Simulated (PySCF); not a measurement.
**CH3BGaN (SMILES N#C[BH][GaH2]) at 6 levels**

Wanted: a comparison of 6 runs (HF/pcseg-2, PBE0/STO-3G, B3LYP/6-31G*, PBE/aug-cc-pVDZ, CCSD/def2-SVP) of CH3BGaN. The job is set up through a Python script.

The results are computed with PySCF 2.14.0.

### 1 The structure to begin with

CH3BGaN: 7 atoms, total charge 0, spin state singlet. As SMILES, `N#C[BH][GaH2]`. The shape comes from GFN2-xTB, which is rough for such elements, and wasn't checked as a minimum.

Bond lengths: N1–C2 1.154 Å, C2–B3 1.499 Å, B3–Ga4 2.121 Å, B3–H5 1.170 Å, Ga4–H6 1.596 Å, Ga4–H7 1.601 Å. Angles: N1–C2–B3 177.1°, C2–B3–Ga4 113.7°, C2–B3–H5 119.9°, Ga4–B3–H5 126.4°, B3–Ga4–H6 125.7°, B3–Ga4–H7 125.6°, H6–Ga4–H7 108.7°.

### 2 Energy and forces at HF/pcseg-2 (run 1)

input.xyz reads:

```xyz
7

N      0.394560    -2.119150     1.722110
C      0.644910    -1.321380     0.926900
B      0.900210    -0.254510    -0.094950
Ga    -0.803360     0.930600    -0.532630
H      1.964350    -0.141980    -0.567950
H     -1.841370     1.500610     0.538040
H     -1.259290     1.405810    -1.991510
```

run.py reads:

```python
from pyscf import gto

molecule = gto.M(
    atom='input.xyz',
    basis='pcseg-2',
    verbose=4,
    max_memory=1860,
    charge=0,
)

hf = molecule.RHF()
hf.conv_tol = 1e-10
hf.kernel()
if not hf.converged:
    hf = hf.newton().run(hf.mo_coeff, hf.mo_occ)

e_tot = hf.e_tot
print(f'total energy: {e_tot:.8f} hartree')
grad = hf.nuc_grad_method().kernel()
hf.analyze()
```

Run with:

```bash
$ OMP_NUM_THREADS=1 python run.py
```

The log of the run:

```text
PySCF version 2.14.0

[... 87 lines left out ...]
Two-electron Coulomb Energy =         1064.898319270061847
[... 23 lines left out ...]
MO #21  energy= -0.593320771044796 occ= 2
[... 21 lines left out ...]
MO #43  energy= 0.312760822794881  occ= 0
[... 21 lines left out ...]
MO #65  energy= 0.978524404769747  occ= 0
[... 21 lines left out ...]
MO #87  energy= 1.50938574982745   occ= 0
[... 21 lines left out ...]
MO #109 energy= 2.45237800740874   occ= 0
[... 21 lines left out ...]
MO #131 energy= 4.11784041493801   occ= 0
[... 21 lines left out ...]
MO #153 energy= 4.84373911626568   occ= 0
[... 21 lines left out ...]
MO #175 energy= 8.23412423605928   occ= 0
[... 185 lines left out ...]
Dipole moment(X, Y, Z, Debye):  1.15940,  1.77948, -1.94197
```

It took 5.4 min on 1 thread of Intel Xeon at 2.50GHz (Skylake/Cascade Lake), shared host; peak memory 1 GiB.

### 3 Energy and gradient at PBE0/STO-3G (run 2)

job.py reads:

```python
import pyscf.grad
from pyscf import gto, dft

system = gto.M(
    atom='''
N      0.394560    -2.119150     1.722110
C      0.644910    -1.321380     0.926900
B      0.900210    -0.254510    -0.094950
Ga    -0.803360     0.930600    -0.532630
H      1.964350    -0.141980    -0.567950
H     -1.841370     1.500610     0.538040
H     -1.259290     1.405810    -1.991510
''',
    basis='sto-3g',
    max_memory=1860,
    spin=0,
    verbose=3,
    charge=0,
)

mf = dft.RKS(system)
mf.xc = 'pbe0'
mf.conv_tol = 1e-10
mf.grids.level = 5
mf.kernel()
if not mf.converged:
    mf = mf.newton().run(mf.mo_coeff, mf.mo_occ)

etot = mf.e_tot
print(f'total energy: {etot:.8f} hartree')
grad = mf.Gradients().kernel()
dip = mf.dip_moment()
pop, q = mf.mulliken_pop()
```

Run with:

```bash
$ OMP_NUM_THREADS=1 python job.py
```

The log of the run:

```text
converged SCF energy = -2019.81648436983
total energy: -2019.81648437 hartree
--------------- RKS gradients ---------------
         x                y                z
0 N     0.0256441251     0.0862495591    -0.0859394827
1 C    -0.0247169920    -0.0752437017     0.0794871300
2 B     0.0587720655    -0.0439662154     0.0167643256
3 Ga    -0.0123695423     0.0031027194     0.0012725309
4 H    -0.0006643025    -0.0039728164     0.0011135565
5 H    -0.0341587107     0.0170515025     0.0351018244
6 H    -0.0125079196     0.0167801789    -0.0477990052
----------------------------------------------
Dipole moment(X, Y, Z, Debye): -0.52180,  2.31178, -1.87049
 ** Mulliken pop  **
pop of  0 N 1s            1.99716
pop of  0 N 2s            1.80429
pop of  0 N 2px           1.09153
pop of  0 N 2py           1.15319
pop of  0 N 2pz           1.13630
pop of  1 C 1s            1.99347
pop of  1 C 2s            1.14107
pop of  1 C 2px           0.93973
pop of  1 C 2py           0.97288
pop of  1 C 2pz           0.97836
pop of  2 B 1s            1.98695
pop of  2 B 2s            0.97882
pop of  2 B 2px           0.83008
pop of  2 B 2py           0.56557
pop of  2 B 2pz           0.50975
pop of  3 Ga 1s           1.99999
pop of  3 Ga 2s           1.99936
pop of  3 Ga 3s           1.99881
pop of  3 Ga 4s           1.39938
pop of  3 Ga 2px          1.99962
pop of  3 Ga 2py          1.99960
pop of  3 Ga 2pz          1.99968
pop of  3 Ga 3px          1.98248
pop of  3 Ga 3py          1.98028
pop of  3 Ga 3pz          1.98581
pop of  3 Ga 4px          0.72240
pop of  3 Ga 4py          0.50689
pop of  3 Ga 4pz          0.94957
pop of  3 Ga 3dxy         1.90139
pop of  3 Ga 3dyz         1.86986
pop of  3 Ga 3dz^2        1.90478
pop of  3 Ga 3dxz         1.68908
pop of  3 Ga 3dx2-y2      1.97886
pop of  4 H 1s            1.00981
pop of  5 H 1s            1.02003
pop of  6 H 1s            1.02318
 ** Mulliken atomic charges  **
charge of    0N =     -0.18247
charge of    1C =     -0.02552
charge of    2B =      0.12883
charge of    3Ga =      0.13217
charge of    4H =     -0.00981
charge of    5H =     -0.02003
charge of    6H =     -0.02318
```

Wall time 70 s (1 thread of Intel Xeon at 2.50GHz (Skylake/Cascade Lake), shared host); peak memory 0.41 GiB.

### 4 Energy and forces at B3LYP/6-31G(d) (spherical functions) (run 3)

calc.py reads:

```python
# N#C[BH][GaH2]
from pyscf import gto, dft

mol = gto.M(
    atom='''
N    0.394560  -2.119150   1.722110
C    0.644910  -1.321380   0.926900
B    0.900210  -0.254510  -0.094950
Ga  -0.803360   0.930600  -0.532630
H    1.964350  -0.141980  -0.567950
H   -1.841370   1.500610   0.538040
H   -1.259290   1.405810  -1.991510
''',
    verbose=4,
    max_memory=1860,
    basis='6-31g*',
    spin=0,
)

mf = dft.RKS(mol, xc='b3lyp')
mf.conv_tol = 1e-10
mf.grids.level = 5
mf.kernel()
if not mf.converged:
    mf = mf.newton().run(mf.mo_coeff, mf.mo_occ)

e_final = mf.e_tot
print(f'total energy: {e_final:.8f} hartree')
grad = mf.nuc_grad_method().kernel()
dip = mf.dip_moment()
pop, q = mf.mulliken_pop()
```

Run with:

```bash
$ OMP_NUM_THREADS=1 python calc.py
```

The log of the run:

```text
PySCF version 2.14.0

[... 77 lines left out ...]
converged SCF energy = -2044.07314744872
total energy: -2044.07314745 hartree
[... 14 lines left out ...]
Dipole moment(X, Y, Z, Debye):  0.94314,  1.45616, -1.59856
[... 88 lines left out ...]
charge of    6H =      0.03027
```

Run time: 86 s. Hardware: 1 thread of Intel Xeon at 2.50GHz (Skylake/Cascade Lake), shared host; peak memory 0.78 GiB.

Runs 4 to 5 aren't shown in full; the table further down has their settings and results.

### 5 The energy at CCSD/def2-SVP (run 6)

geometry.xyz reads:

```xyz
7
CH3BGaN
N      0.394560    -2.119150     1.722110
C      0.644910    -1.321380     0.926900
B      0.900210    -0.254510    -0.094950
Ga    -0.803360     0.930600    -0.532630
H      1.964350    -0.141980    -0.567950
H     -1.841370     1.500610     0.538040
H     -1.259290     1.405810    -1.991510
```

run.py reads:

```python
from pyscf import gto, cc

system = gto.M(
    atom='geometry.xyz',
    max_memory=1860,
    basis='def2-svp',
    verbose=3,
)

mf = system.RHF()
mf.conv_tol = 1e-10
mf.kernel()
if not mf.converged:
    mf = mf.newton().run(mf.mo_coeff, mf.mo_occ)

mycc = cc.CCSD(mf, frozen=12)
mycc.kernel()
etot = mycc.e_tot
print(f'total energy: {etot:.8f} hartree')
dip = mf.dip_moment()
pop, q = mf.mulliken_pop()
```

Run with:

```bash
$ OMP_NUM_THREADS=1 python run.py
```

The log of the run:

```text
converged SCF energy = -2041.60570402705
[... 1 line left out ...]
total energy: -2042.18940266 hartree
Dipole moment(X, Y, Z, Debye):  1.15727,  1.65364, -1.82941
[... 97 lines left out ...]
charge of    6H =     -0.18259
```

Run time: 47 s. Hardware: 1 thread of Intel Xeon at 2.50GHz (Skylake/Cascade Lake), shared host; peak memory 0.44 GiB.

### 6 The series

```
run                               level  integration grid  Cartesian functions   energy (Eh)  dipole moment (D) of the reference  HOMO energy (eV)  LUMO energy (eV)  wall time
  1                          HF/pcseg-2                 –                   no  -2041.992276                                2.88            -10.96             -0.47    5.4 min
  2                         PBE0/STO-3G                 5                   no  -2019.816484                                3.02             -4.56             -1.48       70 s
  3  B3LYP/6-31G* (spherical functions)                 5                   no  -2044.073147                                2.36             -7.87             -3.81       86 s
  4  B3LYP/6-31G* (Cartesian functions)                 5                  yes  -2044.081060                                2.37             -7.87             -3.81       91 s
  5                     PBE/aug-cc-pVDZ                 5                   no  -2043.824831                                2.54             -7.06             -4.73    2.9 min
  6                       CCSD/def2-SVP                 –                   no  -2042.189403                                2.72            -10.95             -0.36       47 s
```

### 7 Results

| quantity | value |
| --- | --- |
| run 6: total energy | -2042.18940 Eh |
| run 6: dipole moment (Hartree–Fock density) | 2.72 D |
| run 6: HOMO energy (Hartree–Fock orbitals) | -10.95 eV |
| run 6: LUMO energy (Hartree–Fock orbitals) | -0.36 eV |
| run 6: HOMO–LUMO gap (Hartree–Fock orbitals) | 10.59 eV |
| run 6: correlation energy (12 core orbitals frozen) | -583.7 mEh |
| run 6: T1 diagnostic | 0.014 |

Over runs 1, 2, 3, 4, 5 the dipole moment (its size) runs from 2.36 D (B3LYP/6-31G*) to 3.02 D (PBE0/STO-3G). The two ends differ in method and basis. Over runs 1, 2, 3, 4, 5 the HOMO–LUMO gap runs from 2.33 eV (PBE/aug-cc-pVDZ) to 10.49 eV (HF/pcseg-2). Totals of different functionals can't be ranked against each other. In run 2 the basis is minimal, so the values are rough. All runs together took 13 min, the longest 5.4 min.
